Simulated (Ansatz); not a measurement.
# CoAu4 (R-3m) in Ansatz: notebook

Aim: see how the results for CoAu4 move with the level of theory and the settings. Levels: LDA, r2SCAN, PBE. Tasks: relaxation of cell and atoms.

Everything below comes from runs of Ansatz 0.2.0. Logs are shortened: lines on timing, memory, paths and dates and some standing lists are left out, and cuts for length are marked.

## 1. The crystal as given

It takes space group R-3m (No. 166, trigonal). Conventional cell: a = 2.906 Å, b = 2.906 Å, c = 34.998 Å, α = 90.00°, β = 90.00°, γ = 120.00°. Au (site symmetry 3m) is surrounded by 3 Co at 2.69 Å and 9 Au at 2.91 to 3.00 Å. Au (site symmetry 3m) is surrounded by 12 Au at 2.91 to 3.00 Å. Co (site symmetry -3m) has 6 Au at 2.69 Å and 6 Co at 2.91 Å as nearest neighbours.

The cell comes from a database or a generator and needn't be the stable form of this composition.

## 2. Relaxation of cell and atoms, LDA, collinear spin, ferromagnetic start

input.yaml

```yaml
crystal:
  lattice:
    - [1.4527740273, 0.8387594757, 11.6660546018]
    - [-1.4527740273, 0.8387594757, 11.6660546018]
    - [0.0, -1.6775189515, 11.6660546018]
  atoms:
    - { symbol: Au, position: [0.606668, 0.606668, 0.606668] }
    - { symbol: Au, position: [0.202283, 0.202283, 0.202283] }
    - { symbol: Au, position: [0.797717, 0.797717, 0.797717] }
    - { symbol: Au, position: [0.393332, 0.393332, 0.393332] }
    - { symbol: Co, position: [0.0, 0.0, 0.0], spin: 2.0 }
hamiltonian:
  xc: lda
  pseudopotentials: { kind: paw }
magnetization:
  spin_polarized: true
kpoints:
  mp_grid: { grid: [11, 11, 11] }
scf:
  occupations: { method: fermi_dirac, width: 0.05 }
output:
  forces: true
  stress: true
  eigenvalues: true
relax:
  f_tol: 0.01
  max_steps: 40
  cell: { stress_tol: 0.05 }
```

Potentials or basis: Ansatz PAW.

Command:

```
$ ansatz run input.yaml --threads 2 --pin off --max-ram 5632MiB --backend cpu --events-out ev --progress --plain --runs-dir out
```

The log of the run:

```text
Warning: RAYON_NUM_THREADS=2 ignored (pool sized by the plan → 2); use --threads N
basis.fft_grid_basis auto: the FFT boxes are laid along the combinations [[1, 0, -1], [0, 1, -1], [0, 0, 1]] of the cell's own vectors, 2.906, 2.906 and 11.786 Å long. The dense box has 20×20×80 points. Along the cell's own vectors, as sized, it would have 80×80×80, 16.00 times as many. Of the 12 symmetry operations that the crystal satisfies within crystal.symmetry.tolerance (time reversal apart; of a slab, those that keep its plane) the dense box along the cell's own vectors carries 12, and the one as laid loses 8 of those. basis.fft_grid_basis: typed keeps the cell's own vectors: state it where this run's energies or levels are differenced outside the engine with another run's, or held beside a run that keeps those vectors.
Engine: ansatz 0.2.0, aarch64-unknown-linux-gnu
Pseudopotentials: kind: paw
Pseudopotential: Au, paw, valence charge 19, recommended cutoff 420 eV (normal), Au.paw.azcp
Pseudopotential: Co, paw, valence charge 17, recommended cutoff 420 eV (normal), Co.paw.azcp
Functional definition: SPW92
  exchange = slater_x
  correlation = pw_c
Crystal: 5 atoms, lattice volume = 85.292 Å³
Basis set: ecut = 420 eV, 1653 PW (Γ), FFT grids on a1−a3, a2−a3, a3
Bands: 57, of which v1, the nominal top of the filled ones, is band 47 counted from 1 (46 counted from 0)
Symmetry: 12 space group operations
Space group: R-3m (ITA 166), of the structure as read, at distance tolerance 4.4e-5 Å
Magnetic group: BNS 166.97 (UNI 1327), of the structure as read, at distance tolerance 4.4e-5 Å
k-points: 146 of 1331
Non-local potential: Au, projectors of the file, l = 0: 3, l = 1: 2, l = 2: 2, l = 3: 1
Non-local potential: Co, projectors of the file, l = 0: 3, l = 1: 2, l = 2: 3, l = 3: 1
PAW form: soft (Blöchl's): semilocal exchange-correlation on the pseudo side does not see the compensation charge
PAW frozen core: Au, regenerated for the run's functional, and the local potential with it (the file was generated under x = pbe(κ = 0.804, μ = 0.2195149727645171), c = pbe(β = 0.06672455060314922))
PAW frozen core: Co, regenerated for the run's functional, and the local potential with it (the file was generated under x = pbe(κ = 0.804, μ = 0.2195149727645171), c = pbe(β = 0.06672455060314922))
PAW one-centre angular grid: Au, 590 points (default); XC on 64 Gauss nodes
PAW one-centre angular grid: Co, 590 points (default); XC on 64 Gauss nodes
Initial density: superposition of atomic densities (chi_scale 0.1, normalization cell, long waves of neutral atoms (reshape's long-wave potential 2.53 eV rms, cloud 2.62 Å wide))
Starting moments: Σ|m| = 2 μB on 1 of 5 sites
Initial wavefunctions: pseudopotential atomic-orbital guess
Functional: x = slater, c = lda
SCF iter   1: F=—  HF=-56525.568057 eV  |F-HF|=—  |Δ(HF+E_count)|=         —  Δρ=1.55e-1 (↑9.05e-2 ↓1.55e-1)  dr2=1.39e2  dr2_m=1.30e0  M=0.931 μB ∫|m|=1.170 μB  β_m=0.30  ethr=3.10e-3  ⟨swp⟩=6.4  Hψ=58060  notcnv=0  defer=62
Mixer restart at iter 1: flushing history
preconditioner: auto → Kerker (q_TF=auto, 2.768 Å⁻¹)  [metal: Δε(μ)=0.000 eV  Ē_g=8.799 eV  σ=0.050 eV  W_gap=0.00  n_scr=34 (ndim 8)  ℏωp=29.3 eV  f_vac=0.000  D(μ)=6.99/eV (n_scr^D=80)]
spin=Collinear: Kerker preconditioning applied to the charge; magnetization (m = ρ↑ − ρ↓) channel mixes plain (no charge-response kernel on spin).
SCF iter   2: F=—  HF=-56525.178584 eV  |F-HF|=—  |Δ(HF+E_count)|=   3.89e-1  Δρ=5.43e-2 (↑4.08e-2 ↓5.43e-2)  dr2=4.51e1  dr2_m=2.49e-1  M=1.130 μB ∫|m|=1.416 μB  β_m=0.38  ethr=3.10e-3  ⟨swp⟩=3.2  Hψ=35829  notcnv=0  defer=845
SCF iter   3: F=—  HF=-56522.652489 eV  |F-HF|=—  |Δ(HF+E_count)|=    2.53e0  Δρ=3.22e-2 (↑1.89e-2 ↓3.22e-2)  dr2=2.12e1  dr2_m=8.82e-2  M=1.118 μB ∫|m|=1.360 μB  β_m=0.40  ethr=3.10e-3  ⟨swp⟩=2.7  Hψ=28890  notcnv=0  defer=939
SCF iter   4: F=—  HF=-56521.066547 eV  |F-HF|=—  |Δ(HF+E_count)|=    1.59e0  Δρ=2.04e-2 (↑1.87e-2 ↓2.04e-2)  dr2=3.45e0  dr2_m=7.84e-3  M=1.262 μB ∫|m|=1.439 μB  β_m=0.69  ethr=3.10e-3  ⟨swp⟩=2.9  Hψ=23855  notcnv=0  defer=870
SCF iter   5: F=—  HF=-56521.277441 eV  |F-HF|=—  |Δ(HF+E_count)|=   2.11e-1  Δρ=3.01e-2 (↑7.00e-3 ↓3.01e-2)  dr2=1.14e0  dr2_m=1.23e-1  M=1.494 μB ∫|m|=1.669 μB  β_m=0.84  ethr=3.10e-3  ⟨swp⟩=2.4  Hψ=34134  notcnv=0  defer=807
SCF iter   6: F=—  HF=-56521.436695 eV  |F-HF|=—  |Δ(HF+E_count)|=   1.59e-1  Δρ=1.23e-2 (↑1.23e-2 ↓4.83e-3)  dr2=8.63e-2  dr2_m=5.37e-2  M=1.607 μB ∫|m|=1.823 μB  β_m=0.92  ethr=1.23e-3  ⟨swp⟩=2.5  Hψ=22330  notcnv=0  defer=800
SCF iter   7: F=—  HF=-56521.458181 eV  |F-HF|=—  |Δ(HF+E_count)|=         —  Δρ=8.74e-3 (↑3.15e-3 ↓8.74e-3)  dr2=3.87e-2  dr2_m=2.41e-2  M=1.763 μB ∫|m|=2.026 μB  β_m=0.92  ethr=9.28e-5  ⟨swp⟩=2.9  Hψ=32012  notcnv=0  defer=785
Mixer restart at iter 7: flushing history
SCF iter   8: F=—  HF=-56521.468357 eV  |F-HF|=—  |Δ(HF+E_count)|=   1.02e-2  Δρ=4.35e-3 (↑4.35e-3 ↓1.40e-3)  dr2=1.06e-2  dr2_m=2.39e-3  M=1.775 μB ∫|m|=2.043 μB  β_m=0.91  ethr=4.16e-5  ⟨swp⟩=2.0  Hψ=31335  notcnv=0  defer=779
SCF iter   9: F=—  HF=-56521.467354 eV  |F-HF|=—  |Δ(HF+E_count)|=   1.00e-3  Δρ=5.61e-3 (↑2.72e-3 ↓5.61e-3)  dr2=5.10e-2  dr2_m=1.72e-3  M=1.799 μB ∫|m|=2.074 μB  β_m=0.74  ethr=1.14e-5  ⟨swp⟩=2.0  Hψ=33772  notcnv=0  defer=782  recentre
SCF iter  10: F=—  HF=-56521.461805 eV  |F-HF|=—  |Δ(HF+E_count)|=   5.55e-3  Δρ=1.24e-3 (↑8.24e-4 ↓1.24e-3)  dr2=1.45e-3  dr2_m=5.84e-5  M=1.779 μB ∫|m|=2.053 μB  β_m=0.69  ethr=1.14e-5  ⟨swp⟩=2.0  Hψ=31535  notcnv=0  defer=777
SCF iter  11: F=—  HF=-56521.461920 eV  |F-HF|=—  |Δ(HF+E_count)|=   1.15e-4  Δρ=5.68e-4 (↑1.55e-4 ↓5.68e-4)  dr2=1.84e-4  dr2_m=5.60e-5  M=1.776 μB ∫|m|=2.050 μB  β_m=0.85  ethr=1.56e-6  ⟨swp⟩=2.0  Hψ=31771  notcnv=0  defer=776
SCF iter  12: F=—  HF=-56521.462042 eV  |F-HF|=—  |Δ(HF+E_count)|=   1.22e-4  Δρ=1.80e-4 (↑1.13e-4 ↓1.80e-4)  dr2=6.94e-5  dr2_m=1.14e-6  M=1.772 μB ∫|m|=2.045 μB  β_m=0.87  ethr=1.98e-7  ⟨swp⟩=2.0  Hψ=29158  notcnv=0  defer=776
SCF iter  13: F=—  HF=-56521.462037 eV  |F-HF|=—  |Δ(HF+E_count)|=   4.35e-6  Δρ=3.00e-5 (↑1.28e-5 ↓3.00e-5)  dr2=2.15e-6  dr2_m=7.90e-8  M=1.773 μB ∫|m|=2.046 μB  β_m=0.93  ethr=7.46e-8  ⟨swp⟩=2.0  Hψ=18392  notcnv=0  defer=776
SCF iter  14: F=—  HF=-56521.462037 eV  |F-HF|=—  |Δ(HF+E_count)|=   2.73e-7  Δρ=1.39e-5 (↑4.01e-6 ↓1.39e-5)  dr2=5.47e-7  dr2_m=4.19e-8  M=1.773 μB ∫|m|=2.046 μB  β_m=0.97  ethr=2.31e-9  ⟨swp⟩=1.9  Hψ=18796  notcnv=0  defer=776
[... 96 lines left out ...]
SCF 6 converged in 14 iterations: F = -56521.871225 eV  dr2 = 3.33e-12
relax step   6: F+E_penalty+E_count = -56521.87122525 eV  Δ(F+E_penalty+E_count) = +2.816e-3 eV  max|allowed force component| = 1.094e-3 eV/Å  Δτ_max = 0.0000 Å  P = -0.004 GPa  Ω = 77.295 Å³  stress off target by 1.71e-2 GPa  SCF on the basis re-selected at this cell (its energy is not comparable with the rows above)  (14 SCF iters)
basis re-selected at this cell: Δ(F+E_penalty+E_count) = +2.816e-3 eV, ΔP = -0.013 GPa vs the last step (what re-selecting the basis moved, of the pressure what is left beyond the Pulay correction that the steps carried, after the strain that the cell walked since its last selection, with what the two solves' SCF thresholds leave and, on support functions, any second-order correction that the steps lacked; it is no measure of the basis error at this ecutwfc). This SCF's stress stands 1.71e-2 GPa from its target on what of the cell is left free (relax.cell.stress_tol is 5.00e-2 GPa) and its largest allowed force component is 1.09e-3 eV/Å (relax.f_tol is 1.00e-2 eV/Å): within both
SCF converged after 14 iterations
Magnetization: 1.6856 μB (47.3428 up, 45.6572 down)
Absolute magnetization: 1.9303 μB (∫|ρ↑−ρ↓|, with the PAW one-centre terms)
Spin contamination: 0.1167 ħ² per cell (⟨S²⟩ above its minimum at these occupations)
Per-site moments (μB) at R_I (Å): [(0.026049281527423713, 1.0756230772825235), (-0.008281829878559396, 1.1607144647476058), (-0.008281829878560715, 1.1607144647476058), (0.026049281527423734, 1.0756230772825224), (1.726480881413777, 1.0756230772825224)]
Free energy (F): -56521.871225 eV
Harris-Foulkes:  -56521.871225 eV  (|F-HF|=1.46e-11)
Internal energy: -56521.842009 eV  (E = F + TS)
E sigma→0 (E₀):  -56521.856617 eV
Entropy (-TS):   -0.029216 eV (-5.843 meV/atom)
Fermi energy:    20.682991 eV
--- Per-component energies (eV) ---
  E_band       = -1047.175662
  E_kinetic    = 2874.020324
  E_local      = -9775.770571  (includes V_loc(G=0)·N_el)
  E_nonlocal   = 788.117030
  E_hartree    = 4165.702954
  E_xc         = -1065.352603
  E_vxc        = -1305.829773  (∫ρ·V_xc dr)
  E_paw        = -39147.332677  (= ΣΔE_a)
  E_vpaw       = -1959.123861  (= ΣTr[D̂ρ^β])
  E_aug_tail   = 0.005384  (compensation charges beyond the density's cutoff)
  E_ewald      = -14363.740971
  E_core_change = 2.509121  (= ΣΔE_core)
  E_smearing   = -0.029216  (= −TS)
  E_closure    = -0.000000  (closes the sum)
  Σ components = -56521.871225   (vs F -56521.871225, Δ=0.00e0)
--- Forces (eV/Å), atoms counted from 1 ---
  atom   1  Au    -0.00000000     0.00000000    -0.00060408
  atom   2  Au    -0.00000000     0.00000000    -0.00109418
  atom   3  Au     0.00000000    -0.00000000     0.00109418
  atom   4  Au     0.00000000    -0.00000000     0.00060408
  atom   5  Co    -0.00000000     0.00000000    -0.00000000
  max |Σ_I F_I| component: 2.31e-18 eV/Å
--- Stress (GPa, compression-positive) ---
       -0.014829       0.000000      -0.000000
        0.000000      -0.014829      -0.000000
       -0.000000      -0.000000       0.017123
  P = ⅓ Tr σ = -0.0042 GPa (-0.042 kbar)
--- Band table (eV; the first three rows and the last of 292) ---
  k-point 0 ↑: bands = ["-85.2643", "-85.2643", "-85.0137", "-85.0081", "-74.3530", "-38.1271", "-37.9571", "-37.9571", "-36.6321", "-36.6182", "-36.4676", "-36.4676", "-36.4672", "-36.4672", "-36.3841", "-36.2779", "-36.2418", "-36.2418", "-36.2271", "-36.2271", "10.4330", "11.4777", "11.9467", "12.7863", "14.0500", "15.3551", "15.4731", "15.7059", "15.7059", "15.7829", "15.7829", "15.9898", "15.9898", "15.9913", "15.9913", "17.0838", "17.0838", "17.3897", "17.3897", "17.5700", "17.6206", "17.6206", "18.3636", "18.3995", "18.3995", "18.4748", "18.8078", "18.8078", "19.3698", "19.3698", "26.1333", "27.5112", "34.2552", "34.2903", "35.1893", "35.5527", "36.2227"]
[... 3 lines left out ...]
--- Relaxed structure (5 steps of the walk, 5 accepted, 1 SCFs on fresh bases) ---
  F+E_penalty+E_count = -56521.87122525 eV   max|allowed force component| = 1.094e-3 eV/Å   (the final SCF, on the basis selected at the relaxed cell)
  cell:  # Å, volume = 77.2951 Å³
    - [1.4069266239364935, 0.8122894650436795, 11.272452098433092]
    - [-1.4069266239364935, 0.8122894650436795, 11.272452098433092]
    - [1.5958259869900314e-34, -1.6245789301356737, 11.27245209842961]
  atoms:
    - { symbol: Au, position: [0.6063529762346198, 0.6063529762346198, 0.6063529762346199] }
    - { symbol: Au, position: [0.20212518599736923, 0.20212518599736923, 0.20212518599736926] }
    - { symbol: Au, position: [0.7978748140026305, 0.7978748140026305, 0.7978748140026305] }
    - { symbol: Au, position: [0.3936470237653801, 0.3936470237653801, 0.3936470237653801] }
    - { symbol: Co, position: [-1.9330790020829157e-19, -1.9330790020829178e-19, -1.9330790020330572e-19] }
```

It took 5.1 min on 2 threads of Arm Neoverse V2, shared host; peak memory 1.1 GiB.

Results:

```yaml
Free_energy: -56521.8712 eV
Relaxed_volume: 15.46 Å³/atom
Relaxed_cell: a = 11.389 Å, b = 11.389 Å, c = 11.389 Å, α = 14.19°, β = 14.19°, γ = 14.19°
Space_group_after_relaxing_to_0.05_Å: R-3m (No. 166)
Energy_gained_by_relaxing: 81.8 meV/atom
Ionic_steps: 6
Pressure_after_relaxing: 0.0 GPa
Band_gap_on_the_k_mesh: none (metal or under the smearing width)
Net_moment: 1.69 μB per cell
Absolute_moment: 1.93 μB per cell
Site_moments: Au +0.03, -0.01; Co +1.73 μB
```

Step by step:
```
step  energy change (eV)  largest force (eV/Å)  volume (Å³)
   1              0.0000                0.0932        85.29
   2             -0.2922                0.3325        73.78
   3             -0.4048                0.0041        78.23
   4             -0.4118                0.0010        77.42
   5             -0.4120                0.0011        77.30
   6             -0.4092                0.0011        77.30
```

Final structure:
```
Au Co
1.0
     1.40693    0.81229   11.27245
    -1.40693    0.81229   11.27245
     0.00000   -1.62458   11.27245
Au Co
4 1
Direct
  0.60635 0.60635 0.60635
  0.20213 0.20213 0.20213
  0.79787 0.79787 0.79787
  0.39365 0.39365 0.39365
  0.00000 0.00000 0.00000
```

Caveat: the plane-wave basis is chosen anew once the cell has moved, so the energies of steps on either side of that aren't comparable; the PAW data sets come from PBE, with cores solved anew for the run's functional, which leaves a small shift of forces and pressure. The run has no spin-orbit coupling, so splittings on Au are missing.

## 3. Relaxation of cell and atoms, r2SCAN, collinear spin, ferromagnetic start

input.yaml: that of step 2 with these lines changed.

```diff
@@ -12,3 +12,3 @@
 hamiltonian:
-  xc: lda
+  xc: r2scan
   pseudopotentials: { kind: paw }
```

Potentials or basis: Ansatz PAW.

Command:

```
$ ansatz run input.yaml --threads 2 --pin off --max-ram 5632MiB --backend cpu --events-out ev --progress --plain --runs-dir out
```

Wall time 16 min (2 threads of Arm Neoverse V2, shared host); peak memory 1.5 GiB.

It converged, with:

```
Free energy                            : -57785.0043 eV
Relaxed volume                         : 16.51 Å³/atom
Relaxed cell                           : a = 11.834 Å, b = 11.834 Å, c = 11.834 Å, α = 13.84°, β = 13.84°, γ = 13.84°
Space group after relaxing (to 0.05 Å) : R-3m (No. 166)
Energy gained by relaxing              : 10.8 meV/atom
Ionic steps                            : 6
Pressure after relaxing                : 0.0 GPa
Largest force after relaxing           : 0.004 eV/Å
Band gap on the k mesh                 : none (metal or under the smearing width)
Net moment                             : 1.98 μB per cell
Absolute moment                        : 2.43 μB per cell
Site moments                           : Au -0.00, -0.01; Co +2.13 μB
```

Forces in eV/Å, atoms in the order of the input:
```
Au   0.000  0.000  0.003
Au   0.000  0.000  0.004
Au   0.000  0.000 -0.004
Au   0.000  0.000 -0.003
Co   0.000  0.000  0.000
```

Step by step:
```
step  energy change (eV)  largest force (eV/Å)  volume (Å³)
   1              0.0000                0.0571        85.29
   2             -0.0517                0.0103        82.93
   3             -0.0551                0.0067        82.38
   4             -0.0553                0.0297        82.51
   5             -0.0555                0.0044        82.57
   6             -0.0541                0.0044        82.57
```

Final structure:
```
Au Co
1.0
     1.42615    0.82339   11.71860
    -1.42615    0.82339   11.71860
     0.00000   -1.64678   11.71860
Au Co
4 1
Direct
  0.60626 0.60626 0.60626
  0.20205 0.20205 0.20205
  0.79795 0.79795 0.79795
  0.39374 0.39374 0.39374
  0.00000 0.00000 0.00000
```

Levels at points of the mesh, in eV from the Fermi level:
Spin up:
```csv
k point,band 44,band 45,band 46,band 47,band 48,band 49,band 50,band 51,band 52,band 53
"(0.00, 0.00, 0.00)",-2.97,-2.50,-2.50,-2.47,-2.37,-2.37,-2.35,4.92,6.12,13.02
```
Spin down:
```csv
k point,band 44,band 45,band 46,band 47,band 48,band 49
"(0.00, 0.00, 0.00)",-2.50,-2.50,-1.67,-0.55,-0.55,1.05
```

Caveat: the magnetic or orbital state may not be the lowest; the plane-wave basis is chosen anew once the cell has moved, so the energies of steps on either side of that aren't comparable; the PAW data sets come from PBE, with cores solved anew for the run's functional, which leaves a small shift of forces and pressure. The run has no spin-orbit coupling, so splittings on Au are missing.

## 4. Relaxation of cell and atoms, PBE, collinear spin, ferromagnetic start

input.yaml: that of step 3 with these lines changed.

```diff
@@ -12,3 +12,3 @@
 hamiltonian:
-  xc: r2scan
+  xc: pbe
   pseudopotentials: { kind: paw }
```

Command:

```
$ ansatz run input.yaml --threads 2 --pin off --max-ram 5632MiB --backend cpu --events-out ev --progress --plain --runs-dir out
```

Run time: 5.3 min. Hardware: 2 threads of Arm Neoverse V2, shared host; peak memory 1.1 GiB.

It converged, with:

* Free energy: -57722.8364 eV
* Relaxed volume: 16.79 Å³/atom
* Relaxed cell: a = 11.791 Å, b = 11.791 Å, c = 11.791 Å, α = 14.04°, β = 14.04°, γ = 14.04°
* Space group after relaxing (to 0.05 Å): R-3m (No. 166)
* Energy gained by relaxing: 2.2 meV/atom
* Ionic steps: 5
* Pressure after relaxing: 0.0 GPa
* Band gap on the k mesh: none (metal or under the smearing width)
* Net moment: 1.79 μB per cell
* Absolute moment: 2.15 μB per cell
* Site moments: Au +0.01, -0.01; Co +1.90 μB

The path:
```
step  energy change (eV)  largest force (eV/Å)  volume (Å³)
   1              0.0000                0.0499        85.29
   2             -0.0115                0.0029        84.05
   3             -0.0117                0.0119        84.07
   4             -0.0118                0.0012        83.97
   5             -0.0112                0.0012        83.97
```

Final structure:
```yaml
crystal:
  lattice:
    - [1.44103, 0.83198, 11.67277]
    - [-1.44103, 0.83198, 11.67277]
    - [0.00000, -1.66396, 11.67277]
  atoms:
    - { symbol: Au, position: [0.60637, 0.60637, 0.60637] }
    - { symbol: Au, position: [0.20212, 0.20212, 0.20212] }
    - { symbol: Au, position: [0.79788, 0.79788, 0.79788] }
    - { symbol: Au, position: [0.39363, 0.39363, 0.39363] }
    - { symbol: Co, position: [0.00000, 0.00000, 0.00000] }
```

Levels at points of the mesh, in eV from the Fermi level:
Spin up:
| k point | band 44 | band 45 | band 46 | band 47 | band 48 | band 49 | band 50 | band 51 | band 52 | band 53 |
| --- | --- | --- | --- | --- | --- | --- | --- | --- | --- | --- |
| (0.00, 0.00, 0.00) | -2.23 | -2.16 | -2.04 | -2.04 | -2.03 | -1.61 | -1.61 | 4.89 | 6.12 | 12.86 |
Spin down:
| k point | band 42 | band 43 | band 44 | band 45 | band 46 | band 47 | band 48 | band 49 | band 50 | band 51 |
| --- | --- | --- | --- | --- | --- | --- | --- | --- | --- | --- |
| (0.00, 0.00, 0.00) | -2.61 | -2.23 | -2.23 | -2.18 | -1.04 | -0.39 | -0.39 | 0.42 | 0.42 | 4.91 |

Caveat: the plane-wave basis is chosen anew once the cell has moved, so the energies of steps on either side of that aren't comparable.

## 5. The runs side by side

| level | cutoff (eV) | gap on the mesh (eV) | pressure (GPa) | moment (μB) | relaxed volume (Å³/atom) |
| --- | --- | --- | --- | --- | --- |
| LDA | 420 | none | 0.0 | 1.69 | 15.46 |
| r2SCAN | 500 | none | 0.0 | 1.98 | 16.51 |
| PBE | 420 | none | 0.0 | 1.79 | 16.79 |

Alike in all rows: task relaxation of cell and atoms; potentials or basis Ansatz PAW; spin collinear, ferromagnetic start; cell relaxed; k mesh 11 × 11 × 11; smearing fermi-dirac 0.05 eV.

Caveats: the plane-wave basis is chosen anew once the cell has moved, so the energies of steps on either side of that aren't comparable; the PAW data sets come from PBE, with cores solved anew for the run's functional, which leaves a small shift of forces and pressure (some runs); the magnetic or orbital state may not be the lowest (some runs).

Absolute energies hang on the potentials; compare differences alone.
